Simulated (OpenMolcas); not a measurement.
# Pd²⁺ with 6 ligands (sulfide): CASSCF and CASPT2 levels and susceptibility

Which state of Pd²⁺ lies lowest among these ligands, how large is the field, and what χT follows?

Method: state-averaged CASSCF and CASPT2, spin-orbit coupling by RASSI with atomic mean-field integrals. Code: OpenMolcas 26.06.

## 1. The system

```
Species                           : Pd²⁺ (palladium, Z = 46, 44 electrons)
Basis                             : ANO-RCC-VDZP [6s5p3d1f], 151 functions with the ligands
Scalar Hamiltonian                : DKH2, point nucleus
Inactive shells                   : 1s 2s 2p 3s 3p 3d 4s 4p of the metal, and all ligand shells
Active space                      : 8 electrons in 5 orbitals (4d)
Some configurations of this space : 4d⁸
Orbitals                          : optimised for each spin and parity, averaged over all roots
```

The outer shells:

4d8
```
4d [↑↓][↑↓][↑↓][↑ ][↑ ]
```

Pd²⁺ is taken with 6 ligands (sulfide) in octahedron coordination (Oh) at 2.59 Å. A charge of +1.67 e stands 3.2 Å behind each ligand. Ligand basis ANO-RCC-VDZP. The distances are assumed, not relaxed.

```xyz
7

Pd    0.0000    0.0000    0.0000
S     2.5900    0.0000    0.0000
S     0.0000    2.5900    0.0000
S    -2.5900    0.0000    0.0000
S     0.0000   -2.5900    0.0000
S     0.0000    0.0000    2.5900
S     0.0000    0.0000   -2.5900
```

Each step is its own input file, run in one work folder so that later steps find the files of earlier ones. Labels, J, g values, rates, χT and fits are worked out afterwards by a script from the matrices that RASSI stores. The input lists half of the charges; inversion (Group=XYZ) makes the rest.

## 2. Basis and integrals

Contents of a.inp:

```
&GATEWAY
Coord
7

Pd 0.0 0.0 0.0
S 2.590000 0.000000 0.000000
S 0.000000 2.590000 0.000000
S -2.590000 0.000000 0.000000
S 0.000000 -2.590000 0.000000
S 0.000000 0.000000 2.590000
S 0.000000 0.000000 -2.590000
Basis=Pd.ANO-RCC-VDZP,S.ANO-RCC-VDZP
Group=XYZ
NoMove
AngMom=0.0 0.0 0.0
AMFI
RICD
XField
3 Angstrom 0
5.790000 0.000000 0.000000 1.666667
0.000000 5.790000 0.000000 1.666667
0.000000 0.000000 5.790000 1.666667
&SEWARD
```

On the command line:

```sh
> OMP_NUM_THREADS=1 MOLCAS_MEM=2457 MOLCAS_PROJECT=a pymolcas a.inp > a.log
```

## 3. Reference wave functions, triplets of even parity, 10 roots

Contents of a.inp:

```
&RASSCF
FileOrb=start.orb
Symmetry=1
Spin=3
nActEl=8 0 0
Inactive=36 36
Ras2=5 0
CIRoot=10 10 1
SDav=10
CIMx=300
Iter=150 100
PrWF=0.3
OrbListing=Nothing
MaxOrb=0
LevShft=1.0
>>> COPY $Project.JobIph JOB001
```

start.orb holds start orbitals that the driver prepared beforehand, or those of the step before.

## 4. CASSCF: singlets of even parity, 15 roots

Contents of a.inp:

```
&RASSCF
FileOrb=start.orb
Symmetry=1
Spin=1
nActEl=8 0 0
Inactive=36 36
Ras2=5 0
CIRoot=15 15 1
SDav=15
CIMx=300
Iter=150 100
PrWF=0.3
OrbListing=Nothing
MaxOrb=0
LevShft=1.0
>>> COPY $Project.JobIph JOB002
```

## 5. RASSI: spin-orbit coupling between the states

Contents of a.inp:

```
&RASSI
NrOfJobIphs=2 10 15
1 2 3 4 5 6 7 8 9 10
1 2 3 4 5 6 7 8 9 10 11 12 13 14 15
IphNames
JOB001
JOB002
EJob
SpinOrbit
DIPRint=1.0
SOCoupling=1000.0
Subsets=2
Property=9
'ANGMOM' 1 'ANGMOM' 2 'ANGMOM' 3 'MLTPL  1' 1 'MLTPL  1' 2 'MLTPL  1' 3
'AMFI' 1 'AMFI' 2 'AMFI' 3
SOProperty=3
'ANGMOM' 1 'ANGMOM' 2 'ANGMOM' 3
```

## 6. CASPT2: IPEA 0.25, imaginary shift 0.1 (closed shells correlated: 4s 4p of the metal, with ligand shells; the Frozen line counts the rest)

Contents of a.inp:

```
>>> COPY JOB001 $Project.JobIph
&CASPT2
Multistate=10 1 2 3 4 5 6 7 8 9 10
NoMult
Frozen=23 21
IPEA=0.25
Imaginary=0.1
MaxIter=60
WThr=0.0 0.3 0.05
PrWF=0.5
NoMix
>>> COPY JOB002 $Project.JobIph
&CASPT2
Multistate=15 1 2 3 4 5 6 7 8 9 10 11 12 13 14 15
NoMult
Frozen=23 21
IPEA=0.25
Imaginary=0.1
MaxIter=60
WThr=0.0 0.3 0.05
PrWF=0.5
NoMix
```

(Steps that only read results are left out.)

Before running it: what results should come out? Wanted: spin-free ground state; first state of the same spin within the active space; lowest level; next level.

The runs gave:

```
                                            quantity                                                                                                                                          value
                                              method  SS-CASPT2, IPEA 0.25, imaginary shift 0.1 (closed shells correlated: 4s 4p of the metal, with ligand shells; the Frozen line counts the rest)
                              spin-free ground state                                                                                                                3A2, 1-fold in its orbital part
first state of the same spin within the active space                                                                                                                               3T2 at 6960 cm⁻¹
                                        lowest level                                                                                                                                      3-fold T2
                                          next level                                                                                                                                    4052.8 cm⁻¹
                                         χT at 300 K                                                                                                                                 1.66 cm³ K/mol
                           effective moment at 300 K                                                                                                                                        3.64 μB
```

Cost by method:

```csv
method,time of its own steps,time with the reference
A. CASSCF,35 s,35 s
"B. SS-CASPT2, IPEA 0.25, imaginary shift 0.1, +4s 4p",81 s,1.9 min
```

Times are of one thread on a shared host.

The spin-free ground state (3A2) is 1-fold and keeps the highest spin of the shell. χT at 300 K is 1.66, against 1.00 cm³ K/mol for the spin alone, so orbital moment adds to it. CASPT2 does not keep the components of a term degenerate, and the means are used. The bonds are covalent and no ligand orbital is active, so the numbers are rough. Bare point charges leave oxide and sulfide ligands too diffuse, so the field comes out too small.
